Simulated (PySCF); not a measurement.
# H₁₄NPSi₅: NMR shifts and K edges in gas and solvents

Aim: compute the NMR shifts and K edges of H₁₄NPSi₅ (`[SiH3]N([SiH3])[SiH2]P([SiH3])[SiH3]`), and see what a dielectric continuum does where one was used.

The runs use PySCF 2.14.0, with density-fitted response routines of our own; the level of theory stands in each step. All values are computed, except where a source is named. Atoms are numbered from 0 throughout.

**1. The molecule as given**

21 atoms, charge 0, multiplicity 1; geometry from: GFN2-xTB.

Bonds of the start (Å): Si0–N1 1.74, N1–Si2 1.75, N1–Si3 1.73, Si3–P4 2.22, P4–Si5 2.22, P4–Si6 2.22, Si0–H7 1.47, Si0–H8 1.46, Si0–H9 1.46, Si2–H10 1.46, Si2–H11 1.46, Si2–H12 1.46, Si3–H13 1.47, Si3–H14 1.46, Si5–H15 1.46, Si5–H16 1.47, Si5–H17 1.46, Si6–H18 1.46, Si6–H19 1.47, Si6–H20 1.46.

**2. Geometry optimisation at PBE0-D3(BJ)/def2-SVP**

The job: settings as JSON, then the geometry in Å.

```
{"job": {"xc": "PBE0", "basis": "def2-SVP", "d3": "d3bj", "grid": 1, "kind": "geom"}, "charge": 0, "multiplicity": 1}
Si    -1.860516    -1.198004     1.599557
N     -1.577364     0.186546     0.582219
Si    -2.618115     0.551369    -0.771490
Si    -0.066588     1.037194     0.645802
P      1.101072     0.674834    -1.208689
Si     3.099052     1.374012    -0.536236
Si     1.343271    -1.533520    -1.157205
H     -1.260353    -2.404252     1.015490
H     -1.259552    -0.909545     2.900761
H     -3.307937    -1.348550     1.720219
H     -2.639482     2.003947    -0.927814
H     -3.938814     0.042530    -0.410352
H     -2.133106    -0.104895    -1.987334
H      0.635987     0.597919     1.854277
H     -0.331843     2.475313     0.716608
H      4.090162     0.816055    -1.455738
H      3.428079     0.963391     0.833246
H      3.085274     2.834336    -0.610463
H      2.444041    -1.856988    -2.067193
H      1.660314    -2.056579     0.176706
H      0.097499    -2.128171    -1.640463
```

Run with:

```console
$ OMP_NUM_THREADS=1 python probes_run.py task.json out
```

This one command runs all jobs of the session in turn.

Log:

```text
step   0  E = -1850.65384261  max force = 0.012527
step   1  E = -1850.66155776  max force = 0.003929
step   2  E = -1850.66194910  max force = 0.001007
step   3  E = -1850.66207128  max force = 0.000741
step   4  E = -1850.66215670  max force = 0.001235
step   5  E = -1850.66223612  max force = 0.000703
step   6  E = -1850.66228265  max force = 0.000692
step   7  E = -1850.66232729  max force = 0.000789
step   8  E = -1850.66236550  max force = 0.000897
step   9  E = -1850.66240104  max force = 0.000702
step  10  E = -1850.66241821  max force = 0.000701
step  11  E = -1850.66243011  max force = 0.000427
optimisation converged
```

Run time: 11 min. Hardware: 1 thread, shared host.

Relaxation path:

| step | energy from step 0 (eV) | largest force component (eV/Å) |
| --- | --- | --- |
| 0 | 0.0000 | 0.6442 |
| 1 | -0.2099 | 0.2020 |
| 2 | -0.2206 | 0.0518 |
| 3 | -0.2239 | 0.0381 |
| 4 | -0.2262 | 0.0635 |
| 5 | -0.2284 | 0.0361 |
| 6 | -0.2297 | 0.0356 |
| 7 | -0.2309 | 0.0406 |
| 8 | -0.2319 | 0.0461 |
| 9 | -0.2329 | 0.0361 |
| 10 | -0.2334 | 0.0360 |
| 11 | -0.2337 | 0.0220 |

Distances of close pairs at the start and the end, largest changes first:

| bond | before (Å) | after (Å) | change (Å) |
| --- | --- | --- | --- |
| Si3–P4 | 2.221 | 2.259 | +0.038 |
| P4–Si6 | 2.222 | 2.259 | +0.036 |
| P4–Si5 | 2.221 | 2.256 | +0.035 |
| Si0–H9 | 1.460 | 1.494 | +0.033 |
| Si2–H11 | 1.461 | 1.493 | +0.032 |
| Si5–H17 | 1.462 | 1.494 | +0.032 |
| Si2–H10 | 1.461 | 1.493 | +0.032 |
| Si3–H13 | 1.465 | 1.496 | +0.031 |

The next job starts from the end point, and lists it.

| at the end point | value |
| --- | --- |
| point group (found at 0.08 Å tolerance) | C1 |
| rotational constants (GHz, main isotopes) | 1.300, 0.494, 0.475 |
| dipole moment (D) | 0.73 |

**3. Shielding tensors: PBE0/pcSseg-1 in methanol**

The job: settings as JSON, then the geometry in Å.

```
{"job": {"kind": "nmr", "xc": "PBE0", "basis": "pcSseg-1", "solvent": "methanol", "pop": true}, "charge": 0, "multiplicity": 1}
Si    -1.895994    -1.422023     1.607333
N     -1.565067    -0.115154     0.479667
Si    -2.647207     0.208776    -0.872435
Si    -0.098876     0.838298     0.597267
P      1.044725     0.570270    -1.332066
Si     3.080513     1.159389    -0.559363
Si     1.273548    -1.666267    -1.115066
H     -1.273444    -2.712171     1.176664
H     -1.362921    -1.065510     2.954603
H     -3.375199    -1.616965     1.676466
H     -2.367594     1.592157    -1.358663
H     -4.062910     0.102100    -0.410482
H     -2.441217    -0.753454    -1.997661
H      0.667216     0.360257     1.790033
H     -0.397195     2.294854     0.747361
H      4.065326     1.039057    -1.674356
H      3.535982     0.310625     0.586671
H      3.012217     2.582291    -0.108272
H      2.456947    -2.095303    -1.920167
H      1.479782    -2.080303     0.308809
H      0.046342    -2.328178    -1.645961
```

Level: GIAO PBE0/pcSseg-1 NMR shielding, non-relativistic, IEF-PCM methanol.

Log:

```text
coarse grid: 19488 points
cycle   1  E = -1851.0900640619  dE = -6.526e-02  |g| = 4.552e-01  |ddm| = 4.145e+00
cycle   2  E = -1851.0373346443  dE =  5.273e-02  |g| = 6.593e-01  |ddm| = 9.486e-01
cycle   3  E = -1851.1314612635  dE = -9.413e-02  |g| = 8.886e-02  |ddm| = 6.503e-01
cycle   4  E = -1851.1332636418  dE = -1.802e-03  |g| = 2.088e-02  |ddm| = 1.239e-01
cycle   5  E = -1851.1333730468  dE = -1.094e-04  |g| = 5.140e-03  |ddm| = 3.589e-02
cycle   6  E = -1851.1333793054  dE = -6.259e-06  |g| = 9.111e-04  |ddm| = 8.945e-03
final grid: 157760 points
cycle   7  E = -1851.1686145437  dE = -2.364e-05  |g| = 4.762e-03  |ddm| = 2.833e-02
cycle   8  E = -1851.1686071044  dE =  7.439e-06  |g| = 7.468e-03  |ddm| = 1.068e-02
cycle   9  E = -1851.1686191962  dE = -1.209e-05  |g| = 5.829e-04  |ddm| = 6.591e-03
cycle  10  E = -1851.1686192561  dE = -5.990e-08  |g| = 1.468e-04  |ddm| = 7.422e-04
cycle  11  E = -1851.1686192618  dE = -5.704e-09  |g| = 3.015e-05  |ddm| = 2.495e-04
cycle  12  E = -1851.1686192620  dE = -2.506e-10  |g| = 8.415e-06  |ddm| = 6.517e-05
converged SCF energy = -1851.1686192620

GIAO shielding tensors (ppm)
atom      isotropic    diamagn.    paramagn.     s11        s22        s33       span
  0 Si     390.371     879.463    -489.092    343.885    355.910    471.317    127.432
  1 N      267.718     333.713     -65.995    252.933    262.751    287.471     34.538
  2 Si     394.647     879.772    -485.125    352.355    364.133    467.453    115.098
  3 Si     357.522     882.709    -525.187    310.230    348.503    413.834    103.604
  4 P      665.538     973.451    -307.913    581.519    691.379    723.715    142.195
  5 Si     426.046     880.229    -454.183    383.882    427.175    467.082     83.200
  6 Si     415.300     881.659    -466.358    369.810    419.057    457.035     87.225
  7 H       26.501      29.606      -3.105     22.183     26.082     31.237      9.054
  8 H       26.518      29.006      -2.488     23.106     24.796     31.651      8.545
  9 H       26.528      28.452      -1.923     22.807     24.781     31.997      9.189
 10 H       26.381      29.488      -3.107     22.560     25.615     30.969      8.409
 11 H       26.556      28.618      -2.062     22.861     24.533     32.273      9.411
 12 H       26.544      29.976      -3.432     22.570     25.580     31.483      8.913
 13 H       26.214      32.575      -6.361     22.215     26.553     29.874      7.658
 14 H       25.982      31.387      -5.404     21.534     24.889     31.524      9.990
 15 H       27.139      28.697      -1.558     23.164     24.516     33.737     10.573
 16 H       27.364      29.059      -1.694     23.450     26.030     32.614      9.164
 17 H       27.204      28.979      -1.775     23.281     24.884     33.446     10.165
 18 H       27.027      29.965      -2.939     23.141     24.642     33.296     10.155
 19 H       27.181      31.169      -3.988     24.202     25.735     31.605      7.402
 20 H       26.975      31.166      -4.192     23.176     25.542     32.207      9.032
```

Run time: 2.5 min. Hardware: 1 thread, shared host.

The references, computed at this level on geometries of the same kind, shield at (ppm): 1H TMS 31.24, 29Si TMS 351.8, 15N NH3 268.5, 31P PH3 587.0. Their shielding less the atom's gives the shift. The references are single molecules in the same continuum, so shifts against H2O, NH3, PH3, H3PO4 or CFCl3 are not on the usual liquid scales and can be off by tens of ppm. Atoms listed in one row are averaged.

| atoms | environment | σ (ppm) | δ (ppm) |
| --- | --- | --- | --- |
| H13, H14 | hydrogen on a silicon bonded to N, P | 26.10 | 5.14 |
| H7, H8, H9, H10, H11, H12 | hydrogen on a silicon bonded to N | 26.50 | 4.74 |
| H15, H16, H17, H18, H19, H20 | hydrogen on a silicon bonded to P | 27.15 | 4.09 |
| Si3 | silicon bonded to N, P, 2 H | 357.5 | -5.7 |
| Si0, Si2 | silicon bonded to N, 3 H | 392.5 | -40.7 |
| Si5, Si6 | silicon bonded to P, 3 H | 420.7 | -68.9 |
| N1 | nitrogen bonded to 3 Si | 267.7 | 0.8 |
| P4 | phosphorus bonded to 3 Si | 665.5 | -78.6 |

Charges from the same density, by scheme (e):

| atoms | Mulliken | IAO | Hirshfeld | ESP fit |
| --- | --- | --- | --- | --- |
| Si0, Si2 | 0.64 | 0.71 | 0.34 | 0.42 |
| N1 | -1.09 | -1.01 | -0.34 | -0.46 |
| Si3 | 0.56 | 0.70 | 0.31 | 0.42 |
| P4 | -0.60 | -0.38 | -0.14 | -0.46 |
| Si5, Si6 | 0.32 | 0.40 | 0.25 | 0.36 |

Mayer bond orders: Si0–N1 0.88, N1–Si2 0.86, N1–Si3 0.86, Si3–P4 0.90, P4–Si5 0.89, P4–Si6 0.87.

**4. Nuclear shieldings: PBE0/pcSseg-1 in water**

The job, as its differences from that of step 3:

```diff
@@ -1,2 +1,2 @@
-{"job": {"kind": "nmr", "xc": "PBE0", "basis": "pcSseg-1", "solvent": "methanol", "pop": true}, "charge": 0, "multiplicity": 1}
+{"job": {"kind": "nmr", "xc": "PBE0", "basis": "pcSseg-1", "solvent": "water", "pop": false}, "charge": 0, "multiplicity": 1}
 Si    -1.895994    -1.422023     1.607333
```

Method: GIAO PBE0/pcSseg-1 NMR shielding, non-relativistic, IEF-PCM water.

Log:

```text
coarse grid: 19488 points
cycle   1  E = -1851.0901676291  dE = -6.535e-02  |g| = 4.551e-01  |ddm| = 4.145e+00
cycle   2  E = -1851.0375582872  dE =  5.261e-02  |g| = 6.589e-01  |ddm| = 9.478e-01
cycle   3  E = -1851.1315398738  dE = -9.398e-02  |g| = 8.876e-02  |ddm| = 6.493e-01
cycle   4  E = -1851.1333377963  dE = -1.798e-03  |g| = 2.078e-02  |ddm| = 1.235e-01
cycle   5  E = -1851.1334457918  dE = -1.080e-04  |g| = 5.091e-03  |ddm| = 3.554e-02
cycle   6  E = -1851.1334518910  dE = -6.099e-06  |g| = 9.056e-04  |ddm| = 8.845e-03
final grid: 157760 points
cycle   7  E = -1851.1686873466  dE = -2.366e-05  |g| = 4.760e-03  |ddm| = 2.833e-02
cycle   8  E = -1851.1686799390  dE =  7.408e-06  |g| = 7.459e-03  |ddm| = 1.067e-02
cycle   9  E = -1851.1686919972  dE = -1.206e-05  |g| = 5.836e-04  |ddm| = 6.576e-03
cycle  10  E = -1851.1686920573  dE = -6.013e-08  |g| = 1.474e-04  |ddm| = 7.450e-04
cycle  11  E = -1851.1686920631  dE = -5.747e-09  |g| = 3.006e-05  |ddm| = 2.499e-04
cycle  12  E = -1851.1686920634  dE = -2.624e-10  |g| = 8.390e-06  |ddm| = 6.560e-05
converged SCF energy = -1851.1686920634

GIAO shielding tensors (ppm)
atom      isotropic    diamagn.    paramagn.     s11        s22        s33       span
  0 Si     390.356     879.459    -489.104    343.890    355.901    471.276    127.386
  1 N      267.679     333.715     -66.036    252.878    262.711    287.448     34.570
  2 Si     394.651     879.770    -485.118    352.357    364.135    467.462    115.105
  3 Si     357.536     882.709    -525.174    310.272    348.497    413.839    103.568
  4 P      665.604     973.471    -307.867    581.591    691.443    723.777    142.187
  5 Si     426.030     880.225    -454.195    383.899    427.148    467.042     83.143
  6 Si     415.309     881.659    -466.350    369.851    419.047    457.030     87.179
  7 H       26.502      29.607      -3.105     22.184     26.083     31.238      9.053
  8 H       26.517      29.004      -2.487     23.105     24.795     31.651      8.546
  9 H       26.529      28.451      -1.923     22.808     24.782     31.997      9.189
 10 H       26.385      29.493      -3.108     22.564     25.619     30.971      8.407
 11 H       26.555      28.617      -2.062     22.860     24.532     32.272      9.412
 12 H       26.547      29.979      -3.433     22.573     25.582     31.484      8.911
 13 H       26.210      32.570      -6.360     22.211     26.546     29.872      7.661
 14 H       25.983      31.386      -5.404     21.535     24.889     31.524      9.990
 15 H       27.139      28.694      -1.555     23.163     24.518     33.737     10.574
 16 H       27.361      29.053      -1.692     23.444     26.026     32.611      9.167
 17 H       27.202      28.974      -1.772     23.277     24.882     33.445     10.168
 18 H       27.025      29.963      -2.938     23.138     24.641     33.295     10.157
 19 H       27.177      31.165      -3.988     24.198     25.730     31.602      7.405
 20 H       26.976      31.167      -4.192     23.177     25.543     32.208      9.031
```

It took 2.4 min on 1 thread, shared host.

In short: δ Si3 -5.8, Si0 -40.7, Si5 -68.9, N1 0.9, H13 5.14, H7 4.73 ppm (means over like atoms).

**5. K-edge absorption: BHandHLYP/def2-SVPD+aug-pcX-1+pcseg-1**

The job, as its differences from that of step 4:

```diff
@@ -1,2 +1,2 @@
-{"job": {"kind": "nmr", "xc": "PBE0", "basis": "pcSseg-1", "solvent": "water", "pop": false}, "charge": 0, "multiplicity": 1}
+{"job": {"kind": "xas", "xc": "BHandHLYP", "basis": {"default": "aug-pcX-1", "H": "pcseg-1", "Si": "def2-SVPD", "P": "def2-SVPD"}}, "charge": 0, "multiplicity": 1}
 Si    -1.895994    -1.422023     1.607333
```

Method: core-valence-separated TDA BHandHLYP/aug-pcX-1 H:pcseg-1 Si:def2-SVPD P:def2-SVPD, K edges, non-relativistic, gas phase.

Log:

```text
coarse grid: 19488 points
cycle   1  E = -1851.2546830769  dE = -1.335e-01  |g| = 4.291e-01  |ddm| = 4.644e+00
cycle   2  E = -1851.2642608097  dE = -9.578e-03  |g| = 4.307e-01  |ddm| = 9.184e-01
cycle   3  E = -1851.3040839533  dE = -3.982e-02  |g| = 7.830e-02  |ddm| = 4.807e-01
cycle   4  E = -1851.3055026622  dE = -1.419e-03  |g| = 2.226e-02  |ddm| = 1.293e-01
cycle   5  E = -1851.3056781792  dE = -1.755e-04  |g| = 4.939e-03  |ddm| = 5.336e-02
cycle   6  E = -1851.3056875957  dE = -9.417e-06  |g| = 7.287e-04  |ddm| = 1.288e-02
final grid: 157760 points
cycle   7  E = -1851.4526586192  dE = -1.214e-05  |g| = 1.655e-03  |ddm| = 3.295e-02
cycle   8  E = -1851.4526584909  dE =  1.283e-07  |g| = 1.970e-03  |ddm| = 6.289e-03
cycle   9  E = -1851.4526593764  dE = -8.855e-07  |g| = 1.749e-04  |ddm| = 2.203e-03
cycle  10  E = -1851.4526593843  dE = -7.858e-09  |g| = 7.919e-05  |ddm| = 5.083e-04
cycle  11  E = -1851.4526593866  dE = -2.290e-09  |g| = 1.347e-05  |ddm| = 2.174e-04
cycle  12  E = -1851.4526593867  dE = -8.913e-11  |g| = 4.658e-06  |ddm| = 3.886e-05
converged SCF energy = -1851.4526593867

N K edge
   eV          f      from atoms
  398.887   0.00076   N1
  400.159   0.02149   N1
  400.202   0.01920   N1
  400.311   0.02026   N1
  400.336   0.01392   N1
  400.572   0.00720   N1
  400.885   0.00474   N1
  400.982   0.00155   N1
```

Run time: 79 s. Hardware: 1 thread, shared host.

**6. Comparing the runs: NMR shifts**

Shifts (ppm) of some atoms, chosen among heavy atoms and hydrogens apart, means over like atoms, with basis size and wall time:

| run | H13 | H7 | Si3 | Si0 | Si5 | N1 | P4 | functions | time |
| --- | --- | --- | --- | --- | --- | --- | --- | --- | --- |
| PBE0/pcSseg-1 in methanol | 5.14 | 4.74 | -5.7 | -40.7 | -68.9 | 0.8 | -78.6 | 231 | 2.5 min |
| PBE0/pcSseg-1 in water | 5.14 | 4.73 | -5.8 | -40.7 | -68.9 | 0.9 | -78.5 | 231 | 2.4 min |

The continuum's effect on the ground state:

| solvent | ε | polarisation energy (Eh) | μ (D) |
| --- | --- | --- | --- |
| methanol | 32.61 | -0.0024 | 1.37 |
| water | 78.36 | -0.0025 | 1.39 |

**7. Results**

| quantity | value |
| --- | --- |
| point group | C1 |
| rotational constants (main isotopes) | 1.30, 0.49, 0.47 GHz |
| 1H shifts against TMS (PBE0/pcSseg-1, methanol, means over atoms taken as alike) | 5.14, 4.74, 4.09 ppm |
| 29Si shifts against TMS (PBE0/pcSseg-1, methanol, means over atoms taken as alike) | -5.7, -40.7, -68.9 ppm |
| 15N shifts against NH3 (PBE0/pcSseg-1, methanol) | 0.8 ppm |
| 31P shifts against PH3 (PBE0/pcSseg-1, methanol) | -78.6 ppm |
| N K edge | first line 398.89 eV, strongest 400.16 eV (f = 0.021) |
| range of the shift of N1 | 0.8 to 0.9 ppm |

**Reading.** Over 11 steps the energy fell by 0.234 eV; of the close pairs, Si3–P4 changed most, 2.221 to 2.259 Å. No frequency check was run at this level, so the end point may be a saddle. At PBE0/pcSseg-1: The largest span, 142 ppm, is at P4, where the paramagnetic term is -308 ppm. At the N edge the strongest single line lifts a 1s electron of N1 into several orbitals, led by LUMO+7 (weight 0.29), 1.3 eV above the first line. Absolute edge energies from this method are off by several eV; spacings are better. Across the 2 runs the shift of N1 moves most, between 0.8 (PBE0/pcSseg-1 in methanol) and 0.9 ppm (PBE0/pcSseg-1 in water). Part of that comes from the computed reference. The continuum holds electrostatics alone: no hydrogen bonds to the solvent, and the gas-phase geometry is kept.
